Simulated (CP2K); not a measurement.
# Two attempts at CH4ClFSi (SMILES FC[SiH2]Cl)

Wanted: the energy of CH4ClFSi, GFN2-xTB.

The calculation is run with CP2K 2026.2.

3 further runs of the same task are left out: 3 set aside as unsound or not needed.

## 1. Starting point

CH4ClFSi has 8 atoms, charge 0, and is taken as a singlet. SMILES: `FC[SiH2]Cl`. The shape is that of a GFN2-xTB optimisation. This is one conformer, not always the lowest.

Bond lengths: F1–C2 1.380 Å, C2–Si3 1.920 Å, Si3–Cl4 2.013 Å, C2–H5 1.094 Å, C2–H6 1.094 Å, Si3–H7 1.459 Å, Si3–H8 1.459 Å. Some angles: F1–C2–Si3 110.3°, C2–Si3–Cl4 106.1°, F1–C2–H5 106.2°, F1–C2–H6 106.2°, Si3–C2–H5 112.8°, Si3–C2–H6 112.8°, C2–Si3–H7 109.2°, C2–Si3–H8 109.3°, Cl4–Si3–H7 109.9°, Cl4–Si3–H8 109.9°.

## 2. The input as first written

The input, molecule.inp:

```
&FORCE_EVAL
  METHOD Quickstep
  &DFT
    CHARGE 0
    MULTIPLICITY 1
    &QS
      METHOD XTB
      EPS_DEFAULT 1.0E-10
      &XTB
        GFN_TYPE TBLITE
        &TBLITE
          METHOD GFN2
        &END TBLITE
        CHECK_ATOMIC_CHARGES F
      &END XTB
    &END QS
    &POISSON
      PERIODIC NONE
      POISSON_SOLVER ANALYTIC
    &END POISSON
    &SCF
      SCF_GUESS ATOMIC
      EPS_SCF 1.0E-06
      MAX_SCF 150
      ADDED_MOS 4
      &DIAGONALIZATION
        ALGORITHM STANDARD
      &END DIAGONALIZATION
      &MIXING
        METHOD DIRECT_P_MIXING
        ALPHA 0.4
      &END MIXING
    &PRINT
      &MOMENTS
        PERIODIC F
        REFERENCE COM
        MAX_MOMENT 1
      &END MOMENTS
      &MO ON
        ENERGIES T
        OCCUPATION_NUMBERS T
        NDIGITS 6
        &EACH
          QS_SCF 0
        &END EACH
        ADD_LAST NUMERIC
      &END MO
      &HIRSHFELD OFF
      &END HIRSHFELD
    &END PRINT
  &END DFT
  &SUBSYS
    &CELL
      ABC [angstrom] 18.9 19.1 18.4
      PERIODIC NONE
    &END CELL
    &COORD
      UNIT bohr
      F     -2.1996601     2.8736687    -0.9361136
      C      0.1196575     1.8168961    -0.3863356
      Si    -0.2466471    -1.7175154     0.3457443
      Cl     3.2485148    -3.0053070     1.1178297
      H      0.8795352     2.8900904     1.2095003
      H      1.3210886     2.1734307    -2.0312855
      H     -1.8682588    -2.0249360     2.5534735
      H     -1.2542490    -3.0063275    -1.8728131
    &END COORD
    &TOPOLOGY
      &CENTER_COORDINATES
      &END CENTER_COORDINATES
    &END TOPOLOGY
  &END SUBSYS
&END FORCE_EVAL

&GLOBAL
  PROJECT_NAME molecule
  RUN_TYPE ENERGY
  PRINT_LEVEL MEDIUM
&END GLOBAL
```

The run is started by

```console
$ OMP_NUM_THREADS=1 cp2k.psmp molecule.inp > molecule.out
```

Output:

```text
Possible matches for unknown subsection

 MOMENTS

   subsection MOMENTS in section %__ROOT__%FORCE_EVAL%DFT%ENERGY_CORRECTION%PRINT score:  110
   subsection MOMENTS in section %__ROOT__%FORCE_EVAL%DFT%REAL_TIME_PROPAGATION%PRINT score:  110
   subsection MOMENTS in section %__ROOT__%FORCE_EVAL%DFT%PRINT score:  110
   subsection MOMENTS_FT in section %__ROOT__%FORCE_EVAL%DFT%REAL_TIME_PROPAGATION%PRINT score:  107
   enum SILENT in section %__ROOT__%GLOBAL%PRINT for keyword _SECTION_PARAMETERS_ score:  106

 *******************************************************************************
 *   ___                                                                       *
 *  /   \                                                                      *
 * [ABORT]                                                                     *
 *  \___/               unknown subsection MOMENTS of section PRINT            *
 *    |                                                                        *
 *  O/|                                                                        *
 * /| |                                                                        *
 * / \                                               input/input_parsing.F:192 *
 *******************************************************************************

 ===== Routine Calling Stack =====

            6 section_vals_parse
            5 section_vals_parse
            4 section_vals_parse
            3 section_vals_parse
            2 section_vals_parse
            1 read_input
```

Wall time 1.1 s (1 thread of Intel Xeon Platinum 8259CL at 2.50GHz (Skylake/Cascade Lake), shared host); peak memory 0.16 GiB.

## 3. What went wrong

The input was rejected.

The log says `\___/               unknown subsection MOMENTS of section PRINT`. The fault: a section of the input isn't closed.

## 4. The mended input

The input, gas.inp:

```
&GLOBAL
    PROJECT_NAME gas
    RUN_TYPE ENERGY
    PRINT_LEVEL MEDIUM
&END GLOBAL
&FORCE_EVAL
    METHOD QS
    &DFT
        CHARGE 0
        MULTIPLICITY 1
        &QS
            METHOD XTB
            EPS_DEFAULT 1.0E-10
            &XTB
                GFN_TYPE TBLITE
                &TBLITE
                    METHOD GFN2
                &END TBLITE
                CHECK_ATOMIC_CHARGES F
            &END XTB
        &END QS
        &POISSON
            PERIODIC NONE
            POISSON_SOLVER ANALYTIC
        &END POISSON
        &SCF
            SCF_GUESS ATOMIC
            EPS_SCF 1.0E-06
            MAX_SCF 150
            ADDED_MOS 4
            MAX_DIIS 12
            &DIAGONALIZATION
                ALGORITHM STANDARD
            &END DIAGONALIZATION
            &MIXING
                METHOD DIRECT_P_MIXING
                ALPHA 0.4
            &END MIXING
        &END SCF
        &PRINT
            &MOMENTS
                PERIODIC F
                REFERENCE COM
                MAX_MOMENT 1
            &END MOMENTS
            &MO ON
                ENERGIES T
                OCCUPATION_NUMBERS T
                NDIGITS 6
                &EACH
                    QS_SCF 0
                &END EACH
                ADD_LAST NUMERIC
            &END MO
            &HIRSHFELD OFF
            &END HIRSHFELD
        &END PRINT
    &END DFT
    &SUBSYS
        &CELL
            ABC [angstrom] 18.9 19.1 18.4
            PERIODIC NONE
        &END CELL
        &COORD
            UNIT bohr
            F     -2.1996601     2.8736687    -0.9361136
            C      0.1196575     1.8168961    -0.3863356
            Si    -0.2466471    -1.7175154     0.3457443
            Cl     3.2485148    -3.0053070     1.1178297
            H      0.8795352     2.8900904     1.2095003
            H      1.3210886     2.1734307    -2.0312855
            H     -1.8682588    -2.0249360     2.5534735
            H     -1.2542490    -3.0063275    -1.8728131
        &END COORD
        &TOPOLOGY
            &CENTER_COORDINATES
            &END CENTER_COORDINATES
        &END TOPOLOGY
    &END SUBSYS
&END FORCE_EVAL
```

The run is started by

```console
$ OMP_NUM_THREADS=1 cp2k.psmp gas.inp > gas.out
```

Output:

```text
CP2K| version string:                                       CP2K version 2026.2
[...]
 GLOBAL| Method name                                                        CP2K
[...]
 GLOBAL| Run type                                                         ENERGY
[...]
                             - Atoms:                                          8
[...]
                             - Spherical basis functions:                     30
[...]
 Number of electrons:                                                         26
[...]
  *** SCF run converged in    19 steps ***
[...]
  Fermi energy:                                                -0.24392549640841
[...]
 TB_DIPOLE| Moment [Debye]         -0.08987332      -1.23823569       0.25614144
 TB_DIPOLE| Derivative [a.u.]       0.00000000       0.00000000       0.00000000
[...]
 ENERGY| Total FORCE_EVAL ( QS ) energy [hartree]            -15.229024068950572
[...]
```

Wall time 1.3 s (1 thread of Intel Xeon Platinum 8259CL at 2.50GHz (Skylake/Cascade Lake), shared host); peak memory 0.19 GiB.

## 5. What came out

At GFN2-xTB:

```
                                 quantity         value
                             total energy  -15.22902 Eh
dipole moment (from atomic charges alone)        1.27 D
                              HOMO energy     -11.44 eV
                              LUMO energy      -5.74 eV
                            HOMO–LUMO gap       5.70 eV
```

The dipole comes from point charges on the atoms alone, without atomic dipoles, so it is partial.
